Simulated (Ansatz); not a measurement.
Predict the output of the script below (Ansatz's Python interface).

Input file `snse.vasp`:
```text
SnSe
1.0
   4.28532742    0.00000000    0.00000000
   0.00000000    4.28532742    0.00000000
   0.00000000    0.00000000   10.99069213
Sn Se
2 2
Direct
   0.50000000    0.00000000    0.37222911
   0.00000000    0.50000000    0.62777089
   0.50000000    0.00000000    0.61603949
   0.00000000    0.50000000    0.38396051
```

`mass_snse.py`
```python
'''Effective masses of SnSe by finite differences.'''

import ansatz as az
from ase.io import read
import numpy as np


def main() -> None:
    atoms = read('snse.vasp', format='vasp')
    snse = az.Crystal.from_ase(atoms)

    calc = (
        snse.calculation()
        .functional(az.Functional.LDA)
        .pseudopotentials('paw')
        .basis(38 * az.Ry)
        .kpoints(mesh=(4, 4, 2), center='gamma')
        .occupations('fixed')
    )
    # step 1: where the edges lie on the mesh
    result = calc.band_table().run(threads=1)
    data = result.report
    levels = np.array(data['eigenvalues_ev'])
    filled = round(data['n_electrons'] / 2)
    edges = {'top filled band': (filled - 1, levels[:, filled - 1].argmax()), 'lowest empty band': (filled, levels[:, filled].argmin())}
    gap = levels[:, filled].min() - levels[:, filled - 1].max()
    print(f'gap on the mesh {gap:.3f} eV')
    if gap <= 0.05:
        print('no gap: band-edge masses have no meaning here')
        edges = {}
    reciprocal = 2 * np.pi * np.linalg.inv(result.lattice.cell_ang).T
    step = 0.01  # 1/A

    # m/m_e = (hbar^2/m_e) / (d2E/dk2), with hbar^2/m_e = 7.61996 eV A^2
    # a slope that is not zero means that the extremum lies off this mesh point
    pairs = [(0, 1), (0, 2), (1, 2)]
    moves = [sign * axis for axis in np.eye(3) for sign in (-1, 1)]
    moves += [s1 * np.eye(3)[i] + s2 * np.eye(3)[j] for i, j in pairs for s1 in (1, -1) for s2 in (1, -1)]
    for name, (band, index) in edges.items():
        together = int(np.sum(np.abs(levels[index] - levels[index, band]) < 2e-3))
        print(name, 'at k =', np.round(data['kpoints_frac'][index], 4), f'E = {levels[index, band]:.4f} eV, degeneracy {together}')
        centre = np.array(data['kpoints_frac'][index]) @ reciprocal
        points = [centre] + [centre + step * move for move in moves]
        table = calc.band_structure(points, intervals=1, cartesian=True).run(threads=1).band_structure().channels[0].eigenvalues_ev
        if together > 1:
            level = np.flatnonzero(np.abs(levels[index] - levels[index, band]) < 2e-3)
            along = (table[1, level] + table[2, level] - 2 * table[0, level]) / step ** 2
            print('  degenerate level, no single mass tensor; masses of its branches along x:', np.round(7.61996 / along, 3), 'm_e')
            continue
        e = table[:, band]
        hessian = np.diag((e[1:7:2] + e[2:7:2] - 2 * e[0]) / step ** 2)
        for (i, j), (pp, pm, mp, mm) in zip(pairs, e[7:].reshape(3, 4)):
            hessian[i, j] = hessian[j, i] = (pp - pm - mp + mm) / (4 * step ** 2)
        curvatures, axes = np.linalg.eigh(hessian)
        slope = (e[2:7:2] - e[1:7:2]) / (2 * step)
        print('  slope (eV A):', np.round(slope, 3) + 0.0, '' if np.abs(slope).max() < 0.05 else '- no extremum here, so these are local curvatures and no band-edge masses')
        for curvature, axis in zip(curvatures, axes.T):
            print(f'  principal mass {7.61996 / curvature:8.3f} m_e along', np.round(axis, 2) + 0.0)


if __name__ == '__main__':
    main()
```

`python mass_snse.py` gives:
```text
gap on the mesh 1.599 eV
top filled band at k = [0.25 0.25 0.  ] E = 2.1028 eV, degeneracy 1
  slope (eV A): [-0.751 -0.751  0.   ] - no extremum here, so these are local curvatures and no band-edge masses
  principal mass   -0.095 m_e along [-0.71 -0.71  0.  ]
  principal mass   -1.601 m_e along [-0.71  0.71  0.  ]
  principal mass -2755.804 m_e along [0. 0. 1.]
lowest empty band at k = [ 0.   0.  -0.5] E = 3.7019 eV, degeneracy 1
  slope (eV A): [0. 0. 0.]
  principal mass    1.869 m_e along [0.78 0.62 0.  ]
  principal mass    1.869 m_e along [-0.62  0.78  0.  ]
  principal mass    1.013 m_e along [0. 0. 1.]
```

Total energies depend on the potentials; only differences at equal settings carry meaning. A total without «per atom» is that of the cell as typed. Spin-orbit coupling, left out here, can change this gap by several tenths of an eV, and inverted bands can meet off the mesh. The cell holds layers, chains or clusters in vacuum, no bulk phase. The computed bands are complete only to about 3.2 eV above the Fermi level. Points of the mesh across the vacuum add cost only. Legs of the path along the vacuum direction only repeat the in-plane bands. The structure comes from a database of computed cells and needn't be a stable or known phase. Levels are Kohn-Sham eigenvalues on this mesh, without spin-orbit coupling. The masses are finite-difference curvatures at extrema found on a coarse mesh, which needn't be the true band edges; a step that is long against the gap makes them too heavy. Negative values are curvatures of valence bands (the hole mass is their size). Spin-orbit coupling is left out, and light masses scale with the Kohn-Sham gap. Timing: 25 s on 1 thread of Intel(R) Xeon(R) Processor @ 2.30GHz, on a shared host, peak memory 0.72 GiB.
